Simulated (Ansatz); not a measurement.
## C2H4BFO, SMILES BC=C(O)F: a geometry optimisation, step by step

Program: Ansatz 0.2.0, Python API.

Notebook, run cell by cell (the value of a cell's last expression is shown):

In [1]:
```python
import ansatz as az
import numpy as np

system = (
    az.Crystal.molecule()
    .atom("B", (0.5412, 1.2697, 0.9557))
    .atom("C", (0.5877, 0.0044, 0.0865))
    .atom("C", (-0.5111, -0.5777, -0.463))
    .atom("O", (-0.2471, -1.7285, -1.2032))
    .atom("F", (-1.7213, -0.0703, -0.2934))
    .atom("H", (-0.5505, 1.8482, 1.1446))
    .atom("H", (1.5, 1.7955, 1.4004))
    .atom("H", (1.6102, -0.4087, -0.0735))
    .atom("H", (-1.1207, -2.1789, -1.5712))
)
```

In [2]:
```python
setup = (
    system.calculation()
    .basis(gaussian="6-31G*")
    .functional("r2scan", dispersion="d3bj")
)
symbols = [site.symbol for site in system.cartesian_sites]
start = np.array([site.position_ang for site in system.cartesian_sites], dtype=float)
r = setup.relax(force_tolerance=0.02, max_steps=100).run(threads=1).report
end = np.array(r["positions_ang"])
```
```text
DeckWarning: the engine holds no damping parameters fitted to this dispersion correction and functional, so the run takes those fitted to r2scan beside the three-body term, which d3bj leaves out (hamiltonian.dispersion, under Limitations)
```

In [3]:
```python
for key in ("converged", "free_energy_ev", "reference_energy_ev", "n_frozen", "n_occupied", "n_virtual"):
    print(f"{key:22s} {r[key]}")

print("final positions (A) and the move of each atom")
for symbol, xyz, old in zip(symbols, end, start):
    print(f"{symbol:2s} {xyz[0]:10.5f} {xyz[1]:10.5f} {xyz[2]:10.5f}   {np.linalg.norm(xyz - old):7.4f}")
with open("c2h4bfo_opt.xyz", "w") as handle:
    handle.write(f"{len(symbols)}\nrelaxed C2H4BFO\n")
    handle.writelines(f"{s:2s} {x:11.6f} {y:11.6f} {z:11.6f}\n" for s, (x, y, z) in zip(symbols, end))
```
```text
converged              True
free_energy_ev         -7574.270760840526
reference_energy_ev    -7574.231894556434
n_frozen               0
n_occupied             [19, 19]
n_virtual              [64, 64]
final positions (A) and the move of each atom
B     0.49773    1.28884    0.92699    0.0555
C     0.66040    0.02811    0.10619    0.0790
C    -0.38798   -0.61176   -0.46089    0.1278
O    -0.31105   -1.72320   -1.19187    0.0652
F    -1.65352   -0.19199   -0.35011    0.1504
H    -0.58678    1.77090    1.10214    0.0954
H     1.45979    1.81715    1.41123    0.0469
H     1.61833   -0.45341   -0.08642    0.0472
H    -1.20851   -1.97094   -1.47436    0.2456
```

File `c2h4bfo_opt.xyz` afterwards:
```text
9
relaxed C2H4BFO
B     0.497726    1.288837    0.926987
C     0.660403    0.028110    0.106190
C    -0.387985   -0.611758   -0.460889
O    -0.311053   -1.723202   -1.191866
F    -1.653524   -0.191987   -0.350112
H    -0.586782    1.770903    1.102141
H     1.459792    1.817148    1.411235
H     1.618330   -0.453412   -0.086423
H    -1.208508   -1.970939   -1.474361
```

The settings weren't tested for convergence. Warnings are shown shortened and without file and line. The end point is the stationary point reached from this start; no frequency run checks that it is a minimum, and the basis set is modest. Total less reference energy is the dispersion correction. A dispersion term here runs with damping parameters fitted for another variant or functional. The whole script took 36 s on 1 thread of Arm Neoverse V2, with other jobs on the host, peak memory 0.24 GiB.

(Lines on the test bed's own set-up are left out of the output.)
